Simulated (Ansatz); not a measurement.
# WC: the cost of one run

Method: DFT PBE, scalar-relativistic, plane waves, PAW, in Ansatz 0.2.0.

2 further runs of the same task are left out: 2 set aside as unsound or not needed.

## 1. The system as given

It takes space group P-6m2 (No. 187, hexagonal). The conventional cell has a = 2.922 Å, b = 2.922 Å, c = 2.847 Å, α = 90.00°, β = 90.00°, γ = 120.00°. Around W (site symmetry -6m2) lie 6 C at 2.21 Å. Around C (site symmetry -6m2) lie 6 W at 2.21 Å.

As a file:

```xyz
2
Lattice="2.9218 0.0000 0.0000 -1.4609 2.5303 0.0000 0.0000 0.0000 2.8471" Properties=species:S:1:pos:R:3 pbc="T T T"
W     0.0000    0.0000    0.0000
C     1.4609    0.8434    1.4235
```

It is the result of an earlier relaxation at this level (volume 10.52 Å³/atom; gap on the mesh: none (metal)).

## 2. The bulk in the cell of the plane

Input file input.yaml:

```yaml
crystal:
  lattice:
    - [2.9217712149, 0.0, 0.0]
    - [-1.4608856074, 3.8089903548, 0.0]
    - [0.0, -2.1280829022, 1.8913250408]
  atoms:
    - { symbol: W, position: [0.0, 0.0, 0.0] }
    - { symbol: C, position: [0.3333333333, 0.6666666667, 0.1666666667] }
basis:
  ecutwfc: 420
kpoints:
  mp_grid: { grid: [13, 9, 18] }
hamiltonian:
  xc: pbe
scf:
  occupations: { method: gaussian, width: 0.1 }
output:
  forces: true
  stress: true
  eigenvalues: true
```

Started as:

```
ansatz run input.yaml --threads 2 --pin off --max-ram 5120MiB --backend cpu --events-out ev --progress --plain --runs-dir out
```

What time and memory should one allow on 2 threads of Arm Neoverse V1, shared host?

About 7.7 s, with a peak of 0.47 GiB.
